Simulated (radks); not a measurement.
# Ionisation energy and size from S⁺ to Co⁺

One table from this session's results is given with a row withheld; the runs are named, their logs left out.

The numbers are computed with radks (a radial shooting solver on a logarithmic mesh, Libxc functionals) version 1 (scalar-relativistic Kohn-Sham, BLYP, spin-polarised, spherical densities, finite nucleus; open shells are filled with parallel spins first), except any that are marked as measured or tabulated.

## What is computed

- species: S⁺, Cl⁺, Ar⁺, K⁺, Ca⁺, Sc⁺, Ti⁺, V⁺, Cr⁺, Mn⁺, Fe⁺, Co⁺
- runs: 24, each species and its next ion

The first run:

Settings of this run:

```text
Z 16
configuration [Ne] 3s2 3p3
relativity scalar-relativistic
functional b88,lyp
spin polarised
nucleus finite rms 3.2611 fm
c 137.035999084
```

Steps of the session up to this table: S⁺, [Ne] 3s2 3p3.

One table of the session follows, with a row left open; its other results are not shown here.

It belongs to the step «S⁺, [Ne] 3s2 3p3». Sizes of the orbitals, from the radial functions (bohr):

```
  level     <r>  outermost maximum (interpolated)  90 % within  nodes
  2s up  0.4793                             0.388        0.752      1
2s down  0.4792                             0.388        0.751      1
  2p up  0.4425                             0.325        0.738      0
2p down  0.4424                             0.326        0.737      0
  3s up   1.627                              1.39         2.45      2
3s down   1.648                              1.38         2.50      2
  3p up       ?                                 ?            ?      ?
3p down   1.952                              1.55         3.07      1
```

Q: Estimate the row for 3p up from the others.

**Answer.** <r>: 1.872; outermost maximum (interpolated): 1.54; 90 % within: 2.89; nodes: 1. In the column «<r>» it lies between 3s down (1.648) and 3p down (1.952).

Caveats from the session: Open shells are spherical and high-spin; term and fine-structure splittings are not resolved.
